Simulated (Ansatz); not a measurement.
# CH3NO2Si: two geometries relaxed

Aim: relax the geometries before and after the shift of H7 from N1 to C4, and see whether they are two minima and how far apart in energy. SMILES of the start: N[Si](=O)C=O.

Program: Ansatz 0.2.0. Level of theory: RKS CAM-B3LYP-D4/def2-SVP. These are calculated values, not measurements.

### 1 Starting point

Bond lengths: N1–Si2 1.690 Å, Si2–O3 1.506 Å, Si2–C4 1.916 Å, C4–O5 1.205 Å, N1–H6 1.006 Å, N1–H7 1.008 Å, C4–H8 1.110 Å. Angles: N1–Si2–O3 131.6°, N1–Si2–C4 104.3°, O3–Si2–C4 124.2°, Si2–N1–H6 124.4°, Si2–N1–H7 122.1°, H6–N1–H7 113.5°, Si2–C4–O5 124.7°, Si2–C4–H8 115.7°, O5–C4–H8 119.6°.

As a file:

```xyz
8

N    -0.7618    0.8977    0.8266
Si   -0.2559   -0.6617    0.4164
O    -0.5783   -2.0060    1.0127
C     0.9089   -0.4008   -1.0819
O     1.1735    0.6698   -1.5664
H    -1.3902    1.1105    1.5827
H    -0.4517    1.7124    0.3207
H     1.3555   -1.3220   -1.5107
```

### 2 Relaxing end A

input.yaml

```yaml
crystal:
  periodic: [false, false, false]
  atoms:
    - { symbol: "N", position_ang: [-0.76178, 0.89772, 0.8266] }
    - { symbol: Si, position_ang: [-0.25593, -0.66166, 0.41643] }
    - { symbol: O, position_ang: [-0.57825, -2.006, 1.01268] }
    - { symbol: C, position_ang: [0.90886, -0.4008, -1.08192] }
    - { symbol: O, position_ang: [1.17346, 0.66979, -1.5664] }
    - { symbol: H, position_ang: [-1.39019, 1.11053, 1.58266] }
    - { symbol: H, position_ang: [-0.45169, 1.71238, 0.32069] }
    - { symbol: H, position_ang: [1.35552, -1.32197, -1.51074] }
basis:
  gaussian: { orbitals: def2-SVP }
hamiltonian:
  xc: cam_b3lyp
  dispersion: d4
relax:
  f_tol: 0.02
  max_steps: 50
```

The run is started by

```sh
> ansatz run input.yaml --threads 2 --pin off --max-ram 3072MiB --backend cpu --events-out ev --progress --plain --runs-dir out
```

The program printed, shortened:

```text
Warning: RAYON_NUM_THREADS=2 ignored (pool sized by the plan → 2); use --threads N
[...]
Functional definition: CAM-B3LYP
[...]
942 factors; integrals over basis functions are off by at most 2.7e-4 eV
298 factors; integrals over basis functions are off by at most 8.4e-7 eV
[...]
mean field -14537.55878469 eV, -534.2454314261 hartree, gradient 2.9e-5 eV, S^2 0.000000; 0 other end points of the search recorded, 0 dependent functions left out
[...]
reference -14537.55888453 eV, -534.2454350951 hartree; 23, 23 occupied and 66, 66 virtual orbitals, 942 factors
relax step   1: F+E_penalty+E_count = -14537.70551314 eV  Δ(F+E_penalty+E_count) = +0.000e0 eV  max|allowed force component| = 1.651e0 eV/Å  Δτ_max = 0.0000 Å  (29 SCF iters, accepted)
[...]
relax step   6: F+E_penalty+E_count = -14537.75539941 eV  Δ(F+E_penalty+E_count) = +8.556e-8 eV  max|allowed force component| = 3.952e-2 eV/Å  Δτ_max = 0.0017 Å  (28 SCF iters, rejected (line search))
[...]
relax step   7: F+E_penalty+E_count = -14537.75544966 eV  Δ(F+E_penalty+E_count) = -5.016e-5 eV  max|allowed force component| = 1.202e-2 eV/Å  Δτ_max = 0.0009 Å  (25 SCF iters, accepted)
942 factors; integrals over basis functions are off by at most 2.8e-4 eV
298 factors; integrals over basis functions are off by at most 8.1e-7 eV
mean field -14537.60805770 eV, -534.2472421757 hartree, gradient 2.7e-5 eV, S^2 0.000000; 1 other end points of the search recorded, 0 dependent functions left out
[...]
reference -14537.60815797 eV, -534.2472458606 hartree; 23, 23 occupied and 66, 66 virtual orbitals, 942 factors
Total energy: -14537.75554993 eV, -534.2526624153 hartree
Atom 0 at    -0.744689     0.881402     0.806895 Å, force    -0.009923    -0.001142     0.010033 eV/Å
Atom 1 at    -0.263464    -0.678525     0.425033 Å, force     0.012018    -0.008322    -0.001974 eV/Å
Atom 2 at    -0.621901    -2.013385     1.067654 Å, force    -0.002689    -0.000115    -0.000654 eV/Å
Atom 3 at     0.905974    -0.412183    -1.076693 Å, force    -0.002530    -0.002334    -0.000057 eV/Å
Atom 4 at     1.092797     0.712224    -1.471888 Å, force     0.002060     0.010117    -0.004366 eV/Å
Atom 5 at    -1.372316     1.131574     1.561588 Å, force    -0.001051     0.006463    -0.002479 eV/Å
Atom 6 at    -0.398576     1.663557     0.258891 Å, force     0.005503    -0.003721    -0.004273 eV/Å
Atom 7 at     1.402174    -1.284675    -1.571480 Å, force    -0.003387    -0.000946     0.003771 eV/Å
Dipole moment:     0.018292     0.600538    -0.109957 e Å
```

It took 31 s on 2 threads of Intel Xeon Platinum 8488C (Sapphire Rapids), shared host; peak memory 0.22 GiB.

Step by step:

| step | energy from step 1 (eV) | largest force component (eV/Å) |
| --- | --- | --- |
| 1 | 0.0000 | 1.6510 |
| 2 | -0.0367 | 0.7138 |
| 3 | -0.0485 | 0.1595 |
| 4 | -0.0489 | 0.1012 |
| 5 | -0.0499 | 0.0284 |
| 6x | -0.0499 | 0.0395 |
| 7 | -0.0499 | 0.0120 |

Step 1 is the start. 1 step was tried and not accepted (marked x).

After: Bond lengths: N1–Si2 1.677 Å, Si2–O3 1.524 Å, Si2–C4 1.922 Å, C4–O5 1.206 Å, N1–H6 1.013 Å, N1–H7 1.016 Å, C4–H8 1.119 Å. Angles: N1–Si2–O3 130.6°, N1–Si2–C4 102.9°, O3–Si2–C4 126.4°, Si2–N1–H6 125.3°, Si2–N1–H7 119.7°, H6–N1–H7 115.0°, Si2–C4–O5 118.6°, Si2–C4–H8 120.5°, O5–C4–H8 120.9°.

### 3 Relaxing end B

The second end starts from a geometry with the move made by hand.

input.yaml: that of step 2 with these lines changed.

```diff
@@ -9,3 +9,3 @@
     - { symbol: H, position_ang: [-1.39019, 1.11053, 1.58266] }
-    - { symbol: H, position_ang: [-0.45169, 1.71238, 0.32069] }
+    - { symbol: H, position_ang: [0.59645, 0.61437, -0.8371] }
     - { symbol: H, position_ang: [1.35552, -1.32197, -1.51074] }
@@ -19 +19,3 @@
   max_steps: 50
+output:
+  orbitals: {}
```

The run is started by

```sh
> ansatz run input.yaml --threads 2 --pin off --max-ram 3072MiB --backend cpu --events-out ev --progress --plain --runs-dir out
```

The program printed, shortened:

```text
Warning: RAYON_NUM_THREADS=2 ignored (pool sized by the plan → 2); use --threads N
[...]
[... 1 set-up line as earlier in the session ...]
[...]
938 factors; integrals over basis functions are off by at most 3.1e-4 eV
298 factors; integrals over basis functions are off by at most 7.7e-7 eV
[...]
mean field -14530.94622454 eV, -534.0024243228 hartree, gradient 3.9e-5 eV, S^2 0.000000; 0 other end points of the search recorded, 0 dependent functions left out
[...]
reference -14530.94632730 eV, -534.0024280991 hartree; 23, 23 occupied and 66, 66 virtual orbitals, 938 factors
relax step   1: F+E_penalty+E_count = -14531.08842854 eV  Δ(F+E_penalty+E_count) = +0.000e0 eV  max|allowed force component| = 1.204e1 eV/Å  Δτ_max = 0.0000 Å  (34 SCF iters, accepted)
[...]
reference -14537.60818405 eV, -534.2472468193 hartree; 23, 23 occupied and 66, 66 virtual orbitals, 940 factors
Total energy: -14537.75559809 eV, -534.2526641852 hartree
Atom 0 at    -0.571755     0.832017     0.595111 Å, force    -0.001791    -0.004064     0.002860 eV/Å
Atom 1 at    -0.172071    -0.773303     0.322160 Å, force     0.002052     0.012771    -0.004255 eV/Å
Atom 2 at    -0.607485    -2.043523     1.042949 Å, force    -0.003447    -0.010110     0.005642 eV/Å
Atom 3 at     1.021445    -0.664621    -1.180436 Å, force     0.000825    -0.003891    -0.000613 eV/Å
Atom 4 at     1.271508     0.420836    -1.643931 Å, force     0.001323     0.002112    -0.002029 eV/Å
Atom 5 at    -1.192106     1.170241     1.320862 Å, force     0.000560    -0.001525    -0.000543 eV/Å
Atom 6 at    -0.174605     1.552546    -0.000832 Å, force     0.001336     0.003432    -0.002082 eV/Å
Atom 7 at     1.473208    -1.592213    -1.613672 Å, force    -0.000859     0.001275     0.001020 eV/Å
Dipole moment:     0.052498     0.589797    -0.148246 e Å
```

It took 36 s on 2 threads of Intel Xeon Platinum 8488C (Sapphire Rapids), shared host; peak memory 0.23 GiB.

Step by step:

| step | energy from step 1 (eV) | largest force component (eV/Å) |
| --- | --- | --- |
| 1 | 0.0000 | 12.0389 |
| 2 | -2.1562 | 6.7826 |
| 3 | -3.8424 | 3.6744 |
| 4 | -4.6662 | 1.4716 |
| 5 | -4.8751 | 3.6087 |
| 6 | -5.2000 | 1.9275 |
| 7 | -5.6854 | 2.1462 |
| 8 | -5.8378 | 3.7869 |
| 9 | -6.4104 | 1.5234 |
| 10 | -6.5394 | 0.7501 |
| 11 | -6.5890 | 0.8093 |
| 12 | -6.6544 | 0.8020 |
| 13 | -6.6554 | 0.4566 |
| 14 | -6.6563 | 0.2633 |
| 15 | -6.6661 | 0.0454 |
| 16 | -6.6670 | 0.0368 |
| 17 | -6.6671 | 0.0128 |

Step 1 is the start.

After: Bond lengths: N1–Si2 1.677 Å, Si2–O3 1.524 Å, Si2–C4 1.922 Å, C4–O5 1.206 Å, N1–H6 1.013 Å, N1–H7 1.016 Å, C4–H8 1.119 Å. Angles: N1–Si2–O3 130.8°, N1–Si2–C4 102.8°, O3–Si2–C4 126.5°, Si2–N1–H6 125.6°, Si2–N1–H7 119.4°, H6–N1–H7 115.0°, Si2–C4–O5 118.7°, Si2–C4–H8 120.4°, O5–C4–H8 120.9°.

Pairs that crossed the distance rule for bonds on the way: came closer N1–H7; moved apart C4–H7, O5–H7.

### 4 Summary of results

```
                           quantity                     value
                              end A   5 moves, 0.050 eV lower
                              end B  16 moves, 6.667 eV lower
largest difference between the ends                    0.01 Å
            end B relative to end A                 -0.000 eV
```

Both starts fell into the same minimum (no atom differs by more than 0.01 Å), so from this start no second minimum was found and no band was run; another arrangement could still be one.
